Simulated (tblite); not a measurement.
# CH2BF3O4Si: the cost of one run

Computed with tblite 0.8.0 and PySCF 2.14.0; each step states its level. No surroundings beyond the atoms listed, unless a continuum is named. Atoms count from 0, parts from 1.

## 1. The system as given

12 atoms, charge 0, multiplicity 3; geometry: distance geometry start.

## 2. Geometry optimisation with GFN2-xTB

What the job is given:

```
{"job": {"kind": "relax", "xc": "GFN2-xTB", "basis": "xTB"}, "charge": 0, "multiplicity": 3}
C     -0.235860    -0.453781     0.193749
O      0.830557    -1.069341    -0.470934
B      1.975878    -0.259816    -0.250489
O      2.508842     0.585424    -1.311868
O      2.489757    -0.241920     1.132620
O     -1.288940    -0.408259    -0.714138
Si    -2.680220     0.206478     0.139469
F     -3.419850     1.327221    -0.893698
F     -3.664591    -1.095883     0.523078
F     -2.160174     0.970120     1.558588
H      2.634099     1.540332    -1.043740
H      3.016682    -1.089565     1.203919
```

Method: GFN2-xTB geometry optimisation, gas phase.

Command:

```
$ OMP_NUM_THREADS=1 python cluster_run.py task.json out
```

The driver reads the jobs from task.json and runs them one after another.

Q: Estimate the wall time of this first job on 1 thread of Arm Neoverse V1, shared host.

About 4.2 s.
